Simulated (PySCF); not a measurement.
# C4H3BF2O: the cost of one run

Computed with PySCF 2.14.0 and routines of our own; the level stands in each step. Atoms count from 0.

## 1. The system as given

11 atoms, charge 1, multiplicity 2; geometry from: GFN2-xTB.

## 2. Open-shell or spin-flip excitations: unrestricted TDDFT CAM-B3LYP/def2-SVPD

The job: settings as JSON, then the geometry in Å.

```
{"job": {"kind": "uabs", "xc": "CAM-B3LYP", "basis": "def2-SVPD", "nstates": 10, "tda": false}, "charge": 1, "multiplicity": 2}
C     -2.018392    -0.253202    -0.464923
C     -1.186901     0.692398     0.382614
O     -1.562756     1.556012     1.087798
C      0.189913     0.304833     0.163797
C      1.365650     0.058313     0.048433
B      2.895608    -0.224779    -0.061182
F      3.430196    -1.107331     0.714819
F      3.591798     0.407364    -0.945565
H     -1.477282    -0.671035    -1.311663
H     -2.895943     0.308108    -0.799771
H     -2.326468    -1.068011     0.199600
```

With the program's defaults for keys left out, this is: unrestricted TDDFT CAM-B3LYP/def2-SVPD, vertical, gas phase, core orbitals frozen in the response.

Run with:

```bash
> OMP_NUM_THREADS=1 python excited_run.py task.json out
```

One launch serves the whole session: the jobs run in the order shown.

Q: Estimate the wall time and peak memory of this first job on 1 thread of Intel Xeon at 2.70GHz, shared host.

About 2.7 min, with a peak of 0.75 GiB.
